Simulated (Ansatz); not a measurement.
**GaSi (quartet): the correlation ladder at distance Si1–Ga2 = 8.146 Å, cc-pVDZ**

How much of the correlation energy of GaSi (quartet) does each wave-function method recover here?

Method: cc-pVDZ, core rule «outside noble gas», up to 19 orbitals frozen; program: Ansatz 0.2.0, Gaussian basis.

Plan: UHF; CCSD(T) on ROHF; CCSD(T) on UHF; BCCD(T) on ROHF; CISD as a restricted active space (open shells left free, so some higher excitations enter); CCSDT(Q) on ROHF; CCSDT(Q) on UHF; CASSCF and MRCISD+Q, 5 electrons in 5 orbitals; CASSCF and NEVPT2, 5 electrons in 5 orbitals; CASSCF and MRCISD+Q, 7 electrons in 8 orbitals; CASSCF and NEVPT2, 7 electrons in 8 orbitals; Full CI.

23 further runs of the same task are left out: 2 for a known fault of the program, 18 that didn't finish, 3 set aside as unsound or not needed. Runs told in other sessions of the task aren't counted.

**1. The system**

The geometry derives from a PBE0/def2-TZVP stationary point (not a proven minimum). One bond is set to the value named and the two fragments are kept rigid. No spin-orbit coupling is included. The filled d shell of Ga may be among the frozen orbitals whatever the setting's name suggests.

2 atoms, charge 0, spin multiplicity 4.

Atoms are counted from 1 here; the program's logs count them from 0.

No contacts short enough for the rule that draws bonds.

**2. UHF**

The input, in.yaml:

```yaml
crystal:
  periodic: [false, false, false]
  atoms:
    - {symbol: Si, position_ang: [0.000000, 0.000000, 0.000000]}
    - {symbol: Ga, position_ang: [0.000000, 0.000000, 8.146000]}
basis:
  gaussian: {orbitals: cc-pVDZ}
magnetization: {spin_polarized: true, initial_magnetization: 3}
hamiltonian: {xc: hf}
output: {orbitals: {seedname: orbitals}}
```

Started as:

```console
$ ansatz run in.yaml --threads 1 --pin off --events-out ev --progress --plain --max-ram 2393MiB
```

After this run come: CCSD(T) on ROHF; CCSD(T) on UHF; BCCD(T) on ROHF; CISD as a restricted active space (open shells left free, so some higher excitations enter); CCSDT(Q) on ROHF; CCSDT(Q) on UHF; CASSCF and MRCISD+Q, 5 electrons in 5 orbitals; CASSCF and NEVPT2, 5 electrons in 5 orbitals; CASSCF and MRCISD+Q, 7 electrons in 8 orbitals; CASSCF and NEVPT2, 7 electrons in 8 orbitals; Full CI.

Q: Predict the results of all the runs planned. Wanted: FCI from the RHF energy; RMP2 from FCI; UMP2 from FCI; RCCSD from FCI; RCCSD(T) from FCI; UCCSD(T) from FCI; RCCSDT(Q) from FCI; UCCSDT(Q) from FCI; NEVPT2 pair from FCI.

**Answer**, as computed:

| quantity | value |
| --- | --- |
| FCI from the ROHF energy | -3.1606 eV |
| RMP2 from FCI | +95.0 kJ/mol |
| UMP2 from FCI | +93.8 kJ/mol |
| RCCSD from FCI | +6.3 kJ/mol |
| RCCSD(T) from FCI | +1.9 kJ/mol |
| UCCSD(T) from FCI | +1.5 kJ/mol |
| RCCSDT(Q) from FCI | +0.1 kJ/mol |
| UCCSDT(Q) from FCI | -0.2 kJ/mol |
| NEVPT2 pair from FCI | +83.5 kJ/mol |
| NEVPT2 valence from FCI | +58.8 kJ/mol |
| MRCISD+Q valence from FCI | -3.3 kJ/mol |
| levels within 1 kcal/mol (43 meV) | RCCSD(T), UCCSD(T), BCCD(T), RCCSDT, UCCSDT, RCCSDT(Q), UCCSDT(Q), MRCISD+Q valence |
| T1 diagnostic | 0.022 |
| effectively unpaired electrons | 3.15 |

In words: RCCSD(T) lands +1.9 kJ/mol from the yardstick (0.6 % of the correlation energy). UCCSDT(Q), MRCISD+Q valence fall below full CI: unrestricted runs freeze a spin-polarised core, another one than full CI's, and coupled cluster isn't variational. One determinant dominates. Of the multireference levels listed MRCISD+Q valence comes nearest in total energy (-3.3 kJ/mol), which doesn't show that its space is the better one. These misses are within one basis, not against nature; the frozen cores of restricted and unrestricted runs differ, which can shift their rows.

Levels on UHF freeze UHF's core orbitals, full CI those of ROHF, so the U rows can settle a little off it for that reason alone.

With open shells the CI space here admits some higher excitations, so it is larger than plain CISD.
